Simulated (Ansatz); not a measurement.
# SrCl2 (Fm-3m, relaxed from the CdCl2 (3R octahedral) bulk prototype): Wannier functions and tight-binding models

Where do the localised orbitals of SrCl2 (Fm-3m, relaxed from the CdCl2 (3R octahedral) bulk prototype) sit, how far are they spread, and how do the settings change that? The runs, in order: PBE, anion s p, 4×4×4; PBE, anion s p, 6×6×6; PBE, anion p, 4×4×4; PBE, cation s and anion p, disentangled, 4×4×4; r2SCAN, anion s p, 4×4×4; r2SCAN, anion p, 4×4×4; r2SCAN, cation s and anion p, disentangled, 4×4×4; HSE06, anion s p, 4×4×4; HSE06, cation s and anion p, disentangled, 4×4×4 (level, trial orbitals, Wannier mesh).

Program: Ansatz 0.2.0. Level of theory: plane waves, PAW. These are calculated values, not measurements.

## 1. The starting structure

The structure is cubic, space group Fm-3m (No. 225). Conventional cell: a = 6.951 Å, b = 6.951 Å, c = 6.951 Å, α = 90.00°, β = 90.00°, γ = 90.00°. Sr (site symmetry m-3m) is surrounded by 8 Cl at 3.01 Å. Cl (site symmetry -43m) has 4 Sr at 3.01 Å in its first shell of neighbours.

Coordinates:

```xyz
3
Lattice="2.4567 1.4184 4.0153 -2.4567 1.4184 4.0153 0.0000 -2.8368 4.0153" Properties=species:S:1:pos:R:3 pbc="T T T"
Sr    0.0000    0.0000    0.0000
Cl    0.0000    0.0000    3.0109
Cl    0.0000    0.0000    9.0350
```

Cell and atoms come from an earlier r2SCAN+rVV10 relaxation.

## 2. PBE, anion s p, 4×4×4

input.yaml reads:

```yaml
crystal:
  lattice:
    - [2.4567214715, 1.4183888029, 4.015315977]
    - [-2.4567214715, 1.4183888029, 4.015315977]
    - [0.0, -2.8367776058, 4.015315977]
  atoms:
    - { symbol: Sr, position: [0.0, 0.0, 0.0] }
    - { symbol: Cl, position: [0.2499511369, 0.2499511369, 0.2499511369] }
    - { symbol: Cl, position: [0.7500488631, 0.7500488631, 0.7500488631] }
kpoints:
  mp_grid: { grid: [6, 6, 6] }
  band_path:
    path:
      - [[0.0, 0.0, 0.0], [0.5, 0.5, 0.5], [0.7501454880202, 0.2498545119798, 0.5]]
      - [[0.5, -0.2498545119798, 0.2498545119798], [0.5, 1.381743381652e-16, -6.725338325094e-17], [0.0, 0.0, 0.0], [0.3749272559899, -0.3749272559899, -3.238774048575e-17]]
      - [[0.6250727440101, 1.17221901344e-16, 0.3749272559899], [0.5, 1.904493042329e-17, 0.5], [0.0, 0.0, 0.0]]
    npoints: 10
hamiltonian:
  xc: pbe
scf:
  occupations: { method: fixed }
  n_extra_bands: 6
output:
  forces: false
  stress: false
  eigenvalues: true
  wannier:
    kmesh: [4, 4, 4]
    projections: [{ species: Cl, l: s, shell: 3 }, { species: Cl, l: p, shell: 3 }]
    minimise: true
    write_hr: true
    conv_tol: 1.0e-08
    max_iter: 3000
  write_density: true
  write_potential: true
  elf: true
  volumetric_format: npy
```

Command:

```console
> ansatz run input.yaml --threads 4 --pin off --max-ram 3686MiB --backend cpu --events-out ev --progress --plain --runs-dir out
```

The runs that follow: PBE, anion s p, 6×6×6; PBE, anion p, 4×4×4; PBE, cation s and anion p, disentangled, 4×4×4; r2SCAN, anion s p, 4×4×4; r2SCAN, anion p, 4×4×4; r2SCAN, cation s and anion p, disentangled, 4×4×4; HSE06, anion s p, 4×4×4; HSE06, cation s and anion p, disentangled, 4×4×4.

**Question.** What will the summary of the whole plan be? Wanted: total spread, PBE, anion s p, 4×4×4; total spread, PBE, anion s p, 6×6×6; total spread, PBE, anion p, 4×4×4; total spread, PBE, cation s and anion p, disentangled, 4×4×4; total spread, r2SCAN, anion s p, 4×4×4; total spread, r2SCAN, anion p, 4×4×4; total spread, r2SCAN, cation s and anion p, disentangled, 4×4×4; total spread, HSE06, anion s p, 4×4×4; total spread, HSE06, cation s and anion p, disentangled, 4×4×4.

**Answer**, as computed:

```
                                                       quantity                         value
                            total spread, PBE, anion s p, 4×4×4      9.79 Å² over 8 functions
                            total spread, PBE, anion s p, 6×6×6     10.15 Å² over 8 functions
                              total spread, PBE, anion p, 4×4×4      8.59 Å² over 6 functions
   total spread, PBE, cation s and anion p, disentangled, 4×4×4     13.45 Å² over 7 functions
                         total spread, r2SCAN, anion s p, 4×4×4      9.93 Å² over 8 functions
                           total spread, r2SCAN, anion p, 4×4×4      8.42 Å² over 6 functions
total spread, r2SCAN, cation s and anion p, disentangled, 4×4×4     13.96 Å² over 7 functions
                          total spread, HSE06, anion s p, 4×4×4     10.42 Å² over 8 functions
 total spread, HSE06, cation s and anion p, disentangled, 4×4×4     16.25 Å² over 7 functions
                                       centres of the first set  0.49 Å from the nearest atom
```

What this shows: With PBE, anion s p, 4×4×4 the 8 functions move off the atoms, with a mean spread of 1.22 Å²; 86 % of the total is gauge invariant. The total spread goes from 9.79 Å² on 4×4×4 to 10.15 Å² on 6×6×6: finite differences in k understate it on coarse meshes, while the largest miss of a band goes from 0.01 to 0.00 eV. On one set and mesh the functional gives 9.79 (PBE), 9.93 (r2SCAN), 10.42 (HSE06) Å². The disentangled models miss some band by up to 0.9 eV, which may lie outside their frozen windows.
